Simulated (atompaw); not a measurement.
# Pseudopotential generation for lithium: PAW (atompaw), PBE

Aim: build the potential from the settings below, then test how well it stands in for the atom: scattering, ghost states and the plane-wave cutoff that it needs.

Method: atompaw 4.2.0.5, PBE, scalar-relativistic.

## Step 1: Starting point

Typed settings, in words:

```json
{
  "element": "lithium (Li, Z = 3)",
  "type": "PAW",
  "frozen core": "[He]",
  "valence charge": "1",
  "reference configuration": "2s1 2p0",
  "partial waves": "2s (bound); 2s channel at 1.1 Ry; 2p (bound, empty); 2p channel at 0.75 Ry; 3d channel at -0.15 Ry",
  "local potential": "troulliermartins scheme with l = 3 at 0 Ry, radius 2.15 bohr",
  "core correction": "smooth core density matched at 2.85 bohr",
  "augmentation charge": "sinc compensation charge, radius 2.60 bohr; PAW radius 3.00 bohr; waves and projectors: bloechl"
}
```

The outer shells as boxes (Hund's rule for the drawing; the calculation is spin-unpolarised):

```
[He] core
2s [↑ ]
2p [  ][  ][  ]
```

An earlier all-electron run gives the scale for the radii.

All-electron outer shells of the reference configuration (PBE, scalar-relativistic, ld1.x):

| shell | level (eV) | outermost node (bohr) | outermost maximum (bohr) |
| --- | --- | --- | --- |
| 1s | -51.85 | – | 0.36 |
| 2s | -2.87 | 0.83 | 3.12 |
| 2p | -1.09 | – | 3.81 |

## Step 2: The generation run

Contents of Li.input:

```
Li 3
GGA-PBE scalarrelativistic loggrid 1500 logderivrange -2 5 176
2 2 0 0 0 0
2 0 1
2 1 0
0 0 0
c
v
v
2
3.00 2.60 2.15 2.85
y
1.1
n
y
0.75
n
y
-0.15
n
bloechl sinc
3 0 troulliermartins
PWSCFOUT
UPFDX 0.0125d0 UPFXMIN -7.d0 UPFZMESH 3.d0
END
```

The run is started by

```
$ atompaw < Li.input > Li.log
```

Before running it: what results should come out? Wanted: cutoffs for 10 and 1 mRy, occupied levels; bound ghosts; largest phase difference near zero energy, channels read; lowest eigenvalue of the overlap; share of valence orbitals outside the PAW sphere; UPF file.

**Answer**, as computed:

```
                                                quantity                  value
               cutoffs for 10 and 1 mRy, occupied levels  6 Ry or less and 8 Ry
                                            bound ghosts             none found
largest phase difference near zero energy, channels read              0.001 rad
         lowest eigenvalue of the overlap (Bessel basis)              0.091 (p)
        share of valence orbitals outside the PAW sphere       2s 67 %, 2p 80 %
                                                UPF file                written
```

**Reading.** By its cutoff, 6 Ry or less for the looser tolerance, it is soft on the atom at that tolerance. It is free of bound ghosts as far as tested. Near zero energy the phases of the channels with partial waves agree within 0.001 rad. All of this concerns the isolated atom, not yet a solid.
